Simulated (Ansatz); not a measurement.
# GeH2S (SMILES [SH][GeH]) at 6 levels

We compute a comparison of 6 runs (UHF/STO-3G, B2PLYP/STO-3G, B3LYP/STO-3G, PBE/STO-3G, PBE0/STO-3G, revPBE/STO-3G) of GeH2S. 

The results are computed with Ansatz 0.2.0.

51 further runs of the same task are left out: 3 that didn't finish, 48 set aside as unsound or not needed.

## 1. The molecule

The species is GeH2S (4 atoms), meant as a singlet with charge 0. As SMILES, `[SH][GeH]`. The H3–S1 distance was set to 3.355 Å, away from the relaxed value. At this shape a bond of the SMILES string is far longer than usual.

Bond lengths: S1–Ge2 2.225 Å, Ge2–H4 1.595 Å. Angles: S1–Ge2–H4 93.7°.

## 2. The energy at UHF/STO-3G (run 1)

The input, run.yaml:

```yaml
crystal:
  periodic: [false, false, false]
  atoms:
    - symbol: S
      position_ang: [-2.277082, -1.561356, -0.477563]
    - symbol: Ge
      position_ang: [-2.675482, 0.378344, -1.492863]
    - symbol: H
      position_ang: [0.779200, -0.962100, 0.771200]
    - symbol: H
      position_ang: [-1.272582, 1.006344, -1.068663]
basis:
  gaussian:
    orbitals: STO-3G
hamiltonian:
  xc: hf
total_charge: 0
magnetization:
  spin_polarized: true
  initial_magnetization: 0
accuracy: high
```

Launch:

```
$ ansatz run run.yaml --threads 1 --pin off --max-ram 2610MiB --events-out events.jsonl --progress --plain --runs-dir runs
```

The log of the run:

```text
Warning: RAYON_NUM_THREADS=1 ignored (pool sized by the plan → 1); use --threads N
Functional definition: HF
  name "HF"
  exchange = exact_x
  correlation = 0
416 factors; integrals over basis functions are off by at most 1.4e-8 eV
mean field evaluation 1: about -66542.5424 eV, gradient 2.0e1 eV
mean field evaluation 2: about -66542.5598 eV, gradient 2.0e1 eV
mean field evaluation 4: about -66549.6605 eV, gradient 7.0e0 eV
mean field evaluation 8: about -66550.9675 eV, gradient 5.2e-1 eV
mean field evaluation 16: about -66550.9800 eV, gradient 1.4e-2 eV
mean field evaluation 32: about -66552.0200 eV, gradient 6.5e0 eV
mean field evaluation 64: about -66556.7224 eV, gradient 1.8e0 eV
mean field evaluation 96: about -66555.3118 eV, gradient 5.4e0 eV
mean field evaluation 128: about -66556.2334 eV, gradient 5.9e-1 eV
mean field evaluation 160: about -66556.9124 eV, gradient 1.4e0 eV
mean field evaluation 192: about -66552.6897 eV, gradient 2.5e0 eV
mean field evaluation 224: about -66552.0594 eV, gradient 8.7e0 eV
mean field evaluation 256: about -66552.3874 eV, gradient 3.2e0 eV
mean field evaluation 288: about -66556.6306 eV, gradient 2.7e0 eV
mean field evaluation 320: about -66547.3759 eV, gradient 6.4e0 eV
mean field -66557.02994224 eV, -2445.9257364021 hartree, gradient 1.9e-8 eV, S^2 1.012244; 7 other end points of the search recorded, 0 dependent functions left out
reference -66557.02994224 eV, -2445.9257364021 hartree; 25, 25 occupied and 4, 4 virtual orbitals, 416 factors
Total energy: -66557.02994224 eV, -2445.9257364021 hartree
```

Run time: 1.3 s. Hardware: 1 thread of Arm Neoverse V1, shared host.

## 3. The energy at B2PLYP/STO-3G (run 2)

The input, in.yaml:

```yaml
crystal:
  periodic: [false, false, false]
  atoms:
    - symbol: S
      position_ang: [-2.277082, -1.561356, -0.477563]
    - symbol: Ge
      position_ang: [-2.675482, 0.378344, -1.492863]
    - symbol: H
      position_ang: [0.779200, -0.962100, 0.771200]
    - symbol: H
      position_ang: [-1.272582, 1.006344, -1.068663]
basis:
  gaussian:
    orbitals: STO-3G
hamiltonian:
  xc: {name: B2PLYP}
correlation:
  frozen_orbitals: {Ge: 9, H: 0, S: 5}
accuracy: high
```

Launch:

```
$ ansatz run in.yaml --threads 1 --pin off --max-ram 2610MiB --events-out events.jsonl --progress --plain --runs-dir runs
```

The log of the run, shortened:

```text
Warning: RAYON_NUM_THREADS=1 ignored (pool sized by the plan → 1); use --threads N
Functional definition: B2PLYP
  name "B2PLYP"
[...]
416 factors; integrals over basis functions are off by at most 1.4e-8 eV
[...]
mean field -66591.10323129 eV, -2447.1779066789 hartree, gradient 5.6e-8 eV, S^2 0.000000; 1 other end points of the search recorded, 0 dependent functions left out; unrestricted orbitals would lower it
14 core orbitals not correlated: weight in the atoms' cores, before any rotation towards them, 1.000 or more for the frozen orbitals, at most 0.000 for the correlated occupied ones
reference -66591.10325070 eV, -2447.1779073922 hartree; 11, 11 occupied and 4, 4 virtual orbitals, 416 factors
second order -10.39774849 eV of doubles, -0.00000000 eV of singles
Total energy: -66593.91064279 eV, -2447.2810771487 hartree
```

It took 2.4 s on 1 thread of Arm Neoverse V1, shared host; peak memory 0.1 GiB.

Runs 3 to 4 aren't shown in full; the table further down has their settings and results.

## 4. A single-point energy at PBE0/STO-3G (run 5)

The input, input.yaml:

```yaml
crystal:
  periodic: [false, false, false]
  atoms:
    - {symbol: S, position_ang: [-2.277082, -1.561356, -0.477563]}
    - {symbol: Ge, position_ang: [-2.675482, 0.378344, -1.492863]}
    - {symbol: H, position_ang: [0.779200, -0.962100, 0.771200]}
    - {symbol: H, position_ang: [-1.272582, 1.006344, -1.068663]}
basis:
  gaussian:
    orbitals: STO-3G
accuracy: high
hamiltonian:
  xc: {name: PBE0}
```

Launch:

```
$ ansatz run input.yaml --threads 1 --pin off --max-ram 2610MiB --events-out events.jsonl --progress --plain --runs-dir runs
```

The log of the run:

```text
Warning: RAYON_NUM_THREADS=1 ignored (pool sized by the plan → 1); use --threads N
Functional definition: PBE0
  name "PBE0"
  parameter a = 0.25
  parameter kappa = 0.804
  parameter beta = 0.06672455060314922
  exchange = (1 - a)*pbe_x(kappa = kappa, mu = beta*pi^2/3) + a*exact_x
  correlation = pbe_c(beta = beta)
416 factors; integrals over basis functions are off by at most 1.4e-8 eV
mean field evaluation 1: about -66525.2922 eV, gradient 1.0e2 eV
mean field evaluation 2: about -66453.5412 eV, gradient 9.8e1 eV
mean field evaluation 4: about -66587.1756 eV, gradient 1.1e1 eV
mean field evaluation 8: about -66587.1758 eV, gradient 1.1e1 eV
mean field evaluation 16: about -66596.8194 eV, gradient 4.4e-2 eV
mean field -66596.81942072 eV, -2447.3879727659 hartree, gradient 1.0e-7 eV, S^2 0.000000; 0 other end points of the search recorded, 0 dependent functions left out
reference -66596.81942220 eV, -2447.3879728202 hartree; 25, 25 occupied and 4, 4 virtual orbitals, 416 factors
Total energy: -66596.81942220 eV, -2447.3879728202 hartree
```

Wall time 1.6 s (1 thread of Arm Neoverse V1, shared host); peak memory 0.098 GiB.

## 5. A single-point energy at revPBE/STO-3G (run 6)

The input, run.yaml:

```yaml
crystal:
  periodic: [false, false, false]
  atoms:
    - {symbol: S, position_ang: [-2.277082, -1.561356, -0.477563]}
    - {symbol: Ge, position_ang: [-2.675482, 0.378344, -1.492863]}
    - {symbol: H, position_ang: [0.779200, -0.962100, 0.771200]}
    - {symbol: H, position_ang: [-1.272582, 1.006344, -1.068663]}
basis:
  gaussian:
    orbitals: STO-3G
hamiltonian:
  xc: {name: revPBE}
accuracy: high
```

Launch:

```
$ ansatz run run.yaml --threads 1 --pin off --max-ram 2610MiB --events-out events.jsonl --progress --plain --runs-dir runs
```

The log of the run:

```text
Warning: RAYON_NUM_THREADS=1 ignored (pool sized by the plan → 1); use --threads N
Functional definition: revPBE
  name "revPBE"
  parameter kappa = 1.245
  parameter beta = 0.06672455060314922
  exchange = pbe_x(kappa = kappa, mu = beta*pi^2/3)
  correlation = pbe_c(beta = beta)
416 factors; integrals over basis functions are off by at most 1.4e-8 eV
mean field evaluation 1: about -66263.3946 eV, gradient 3.2e2 eV
mean field evaluation 2: about -66429.1790 eV, gradient 6.4e1 eV
mean field evaluation 4: about -65915.6650 eV, gradient 3.5e2 eV
mean field evaluation 8: about -66473.7438 eV, gradient 1.2e2 eV
mean field evaluation 16: about -66599.9972 eV, gradient 2.8e-1 eV
mean field evaluation 32: about -66554.4502 eV, gradient 7.5e1 eV
mean field evaluation 64: about -66599.2763 eV, gradient 1.4e0 eV
mean field -66600.66647547 eV, -2447.5293494204 hartree, gradient 1.1e-8 eV, S^2 0.000000; 6 other end points of the search recorded, 0 dependent functions left out
reference -66600.66647793 eV, -2447.5293495108 hartree; 25, 25 occupied and 4, 4 virtual orbitals, 416 factors
Total energy: -66600.66647793 eV, -2447.5293495108 hartree
```

It took 3.9 s on 1 thread of Arm Neoverse V1, shared host; peak memory 0.097 GiB.

## 6. All runs side by side

| run | level | frozen core orbitals | energy (Eh) | wall time |
| --- | --- | --- | --- | --- |
| 1 | UHF/STO-3G | – | -2445.925736 | 1.3 s |
| 2 | B2PLYP/STO-3G | 14 | -2447.281077 | 2.4 s |
| 3 | B3LYP/STO-3G | – | -2447.734986 | 1.9 s |
| 4 | PBE/STO-3G | – | -2447.212323 | 3.9 s |
| 5 | PBE0/STO-3G | – | -2447.387973 | 1.6 s |
| 6 | revPBE/STO-3G | – | -2447.529350 | 3.9 s |

## 7. Results

```
           quantity           value
run 6: total energy  -2447.52935 Eh
```

**Reading.** Totals of different functionals can't be ranked against each other. In run 2 the log says that unrestricted orbitals would lower the reference, so the values rest on an unstable closed-shell determinant (other closed-shell runs at this shape may share the fault). In runs 1, 2, 3, 4, 5, 6 the basis is minimal, so the values are rough. In runs 2, 3, 4, 5, 6 a closed-shell determinant meets a far-stretched bond, which it describes badly. Spin contamination of the reference: run 1 ⟨S²⟩ = 1.01. Where it is this large, the reference is a mixture of spin states, and values that rest on it are in doubt. All runs together took 15 s, the longest 3.9 s.
